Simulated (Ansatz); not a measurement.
# Ge3PdF4: the cost of one run

Program: Ansatz 0.2.0. Level of theory: DFT PBE, scalar-relativistic, plane waves, PAW. These are calculated values, not measurements.

### Step 1. The starting structure

It takes space group Pm-3m (No. 221, cubic). Conventional cell: a = 4.602 Å, b = 4.602 Å, c = 4.602 Å, α = 90.00°, β = 90.00°, γ = 90.00°. Around Ge (site symmetry 4/mmm) lie 6 F at 2.30 Å. Around Pd (site symmetry m-3m) lie 6 F at 2.30 Å. F (site symmetry 4/mmm) is surrounded by 4 Ge at 2.30 Å and 2 Pd at 2.30 Å. F (site symmetry m-3m) has 6 Ge at 2.30 Å as nearest neighbours.

Coordinates:

```cif
data_structure
_symmetry_space_group_name_H-M 'P 1'
_symmetry_Int_Tables_number 1
_cell_length_a 4.6024
_cell_length_b 4.6024
_cell_length_c 4.6024
_cell_angle_alpha 90.000
_cell_angle_beta 90.000
_cell_angle_gamma 90.000
_cell_volume 97.49
loop_
_atom_site_label
_atom_site_type_symbol
_atom_site_fract_x
_atom_site_fract_y
_atom_site_fract_z
_atom_site_occupancy
Ge1 Ge 0.50000 0.00000 0.00000 1
Ge2 Ge 0.00000 0.50000 0.00000 1
Ge3 Ge 0.00000 0.00000 0.50000 1
Pd1 Pd 0.50000 0.50000 0.50000 1
F1 F 0.00000 0.50000 0.50000 1
F2 F 0.50000 0.00000 0.50000 1
F3 F 0.50000 0.50000 0.00000 1
F4 F 0.00000 0.00000 0.00000 1
```

A structure generator made this guess: ordered mixture on the cation sites of rock salt (Pm-3m, No. 221). Lengths come from tabulated atomic sizes and are only a guess.

### Step 2. The guess as it stands, on a coarse mesh

input.yaml

```yaml
crystal:
  lattice:
    - [4.60244311, 0.0, 0.0]
    - [0.0, 4.60244311, 0.0]
    - [0.0, 0.0, 4.60244311]
  atoms:
    - { symbol: Ge, position: [0.5, 0.0, 0.0] }
    - { symbol: Ge, position: [0.0, 0.5, 0.0] }
    - { symbol: Ge, position: [0.0, 0.0, 0.5] }
    - { symbol: Pd, position: [0.5, 0.5, 0.5] }
    - { symbol: F, position: [0.0, 0.5, 0.5] }
    - { symbol: F, position: [0.5, 0.0, 0.5] }
    - { symbol: F, position: [0.5, 0.5, 0.0] }
    - { symbol: F, position: [0.0, 0.0, 0.0] }
basis:
  ecutwfc: 420
kpoints:
  mp_grid: { grid: [4, 4, 4] }
hamiltonian:
  xc: pbe
scf:
  occupations: { method: gaussian, width: 0.1 }
  lower_state_search: "off"
output:
  forces: true
  stress: true
  eigenvalues: true
```

On the command line:

```sh
> ansatz run input.yaml --threads 1 --pin off --max-ram 2048MiB --backend cpu --events-out ev --progress --plain --runs-dir out
```

Q: Estimate wall time and peak memory on 1 thread of Arm Neoverse V2, shared host.

About 2.9 s, with a peak of 0.36 GiB.
